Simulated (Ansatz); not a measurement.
# GaH4− (singlet): the correlation ladder, aug-cc-pVTZ

An exercise on one series of results from a longer session: the logs are not shown, and one member is left open.

Method: aug-cc-pVTZ, core rule «outside noble gas», up to 14 orbitals frozen; program: Ansatz 0.2.0, Gaussian basis.

To be run: UHF; CCSD(T) on RHF; BCCD(T) on RHF; CCSDT(Q) on RHF; CASSCF and NEVPT2, 8 electrons in 8 orbitals.

4 further runs of the same task are left out: 1 for a known fault of the program, 3 set aside as unsound or not needed.

## What is computed

The geometry is a PBE0/def2-TZVPD stationary point (not a proven minimum). No spin-orbit coupling is included. The filled d shell of Ga may be among the frozen orbitals whatever the setting's name suggests; the logs give the count.

5 atoms, charge -1, spin multiplicity 1.

Atoms are counted from 1 here; the program's logs count them from 0.

Bond lengths: Ga1–H2 1.624 Å, Ga1–H3 1.624 Å, Ga1–H4 1.624 Å, Ga1–H5 1.624 Å. Angles: H2–Ga1–H3 109.5°, H2–Ga1–H4 109.5°, H2–Ga1–H5 109.5°, H3–Ga1–H4 109.5°, H3–Ga1–H5 109.5°, H4–Ga1–H5 109.5°.

The first run:

The input, in.yaml:

```yaml
crystal:
  periodic: [false, false, false]
  atoms:
    - {symbol: Ga, position_ang: [0.000000, 0.000000, 0.000000]}
    - {symbol: H, position_ang: [0.935644, 0.943776, 0.933994]}
    - {symbol: H, position_ang: [-0.940211, -0.931611, 0.941590]}
    - {symbol: H, position_ang: [-0.935412, 0.931813, -0.946158]}
    - {symbol: H, position_ang: [0.939979, -0.943978, -0.929425]}
basis:
  gaussian: {orbitals: aug-cc-pVTZ}
total_charge: -1
magnetization: {spin_polarized: true, initial_magnetization: 0}
hamiltonian: {xc: hf}
output: {orbitals: {seedname: orbitals}}
```

Run with:

```bash
$ ansatz run in.yaml --threads 1 --pin off --events-out ev --progress --plain --max-ram 4096MiB --backend cpu
```

Among the steps run: UHF; CCSD(T) on RHF; BCCD(T) on RHF; CCSDT(Q) on RHF; CASSCF and NEVPT2, 8 electrons in 8 orbitals.

One table of the session follows, with a row left open; its other results are not shown here.

```
        method  from RCCSDT(Q) (kcal/mol)
           RHF                    +102.83
          RMP2                     +20.26
         RCCSD                      +2.58
      RCCSD(T)                      +0.50
       BCCD(T)                      +0.48
        RCCSDT                          ?
     RCCSDT(Q)                          0
CASSCF valence                     +68.89
NEVPT2 valence                     +21.24
```

Q: Estimate the row for RCCSDT from the others.

**Answer.** from RCCSDT(Q) (kcal/mol): +0.06. In the column «from RCCSDT(Q) (kcal/mol)» it lies between RCCSDT(Q) (0) and BCCD(T) (+0.48).
